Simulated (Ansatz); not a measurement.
# AlGaHCl (triplet): the correlation ladder, cc-pVDZ

The task here is to estimate one member of a computed series from the others.

Computed with Ansatz 0.2.0, Gaussian basis. Level: cc-pVDZ, core rule «outside noble gas», up to 24 orbitals frozen.

Plan: UHF; CCSD(T) on ROHF; CCSD(T) on UHF; BCCD(T) on ROHF; CISD as a restricted active space (open shells left free, so some higher excitations enter); CCSDT(Q) on ROHF; CCSDT(Q) on UHF; CASSCF and NEVPT2, 10 electrons in 10 orbitals.

25 further runs of the same task are left out: 3 for a known fault of the program, 11 that didn't finish, 11 set aside as unsound or not needed. Runs told in other sessions of the task aren't counted.

## The system

The geometry is a PBE0/def2-TZVP stationary point (not a proven minimum) of the parent state, kept for this charge and spin. No spin-orbit coupling is included. The filled d shell of Ga may be among the frozen orbitals whatever the setting's name suggests.

4 atoms, charge 0, spin multiplicity 3.

Atoms are counted from 1 here; the program's logs count them from 0.

Bond lengths: Cl1–Al2 2.129 Å, Al2–Ga3 2.649 Å, Al2–H4 1.897 Å, Ga3–H4 1.875 Å. Angles: Cl1–Al2–Ga3 150.0°, Cl1–Al2–H4 104.9°, Ga3–Al2–H4 45.1°, Al2–Ga3–H4 45.7°, Al2–H4–Ga3 89.2°.

Set-up of the first run:

File in.yaml:

```yaml
crystal:
  periodic: [false, false, false]
  atoms:
    - {symbol: Cl, position_ang: [0.000000, 0.190032, 2.849429]}
    - {symbol: Al, position_ang: [0.000000, -0.473503, 0.826644]}
    - {symbol: Ga, position_ang: [0.000000, 0.070478, -1.765763]}
    - {symbol: H, position_ang: [0.000000, 1.115800, -0.209029]}
basis:
  gaussian: {orbitals: cc-pVDZ}
magnetization: {spin_polarized: true, initial_magnetization: 2}
hamiltonian: {xc: hf}
output: {orbitals: {seedname: orbitals}}
```

The run is started by

```bash
> ansatz run in.yaml --threads 1 --pin off --events-out ev --progress --plain --max-ram 2393MiB
```

Steps of the session up to this table: UHF; CCSD(T) on ROHF; CCSD(T) on UHF; BCCD(T) on ROHF; CISD as a restricted active space (open shells left free, so some higher excitations enter); CCSDT(Q) on ROHF; CCSDT(Q) on UHF; CASSCF and NEVPT2, 10 electrons in 10 orbitals.

One table of the session follows, with a row left open; its other results are not shown here.

It belongs to the step «Misses and costs». 

| method | from UCCSDT(Q) (meV) |
| --- | --- |
| ROHF | +7493.5 |
| UHF | +7442.0 |
| RMP2 | +1261.8 |
| UMP2 | +1253.9 |
| CISD | +1024.4 |
| RCCSD | +269.3 |
| UCCSD | +266.4 |
| RCCSD(T) | +60.4 |
| UCCSD(T) | +58.6 |
| BCCD(T) | +58.4 |
| RCCSDT | +18.7 |
| UCCSDT | +17.1 |
| RCCSDT(Q) | +2.7 |
| UCCSDT(Q) | 0 |
| CASSCF frontier | ? |
| NEVPT2 frontier | +1115.4 |

Q: Estimate the row for CASSCF frontier from the others.

As computed: from UCCSDT(Q) (meV): +6015.3. In the column «from UCCSDT(Q) (meV)» it lies between RMP2 (+1261.8) and UHF (+7442.0).

To keep in mind: Restricted and unrestricted rows rest on different reference determinants; a gap between their highest levels can come from leftover correlation error, from unlike frozen cores or from another state.
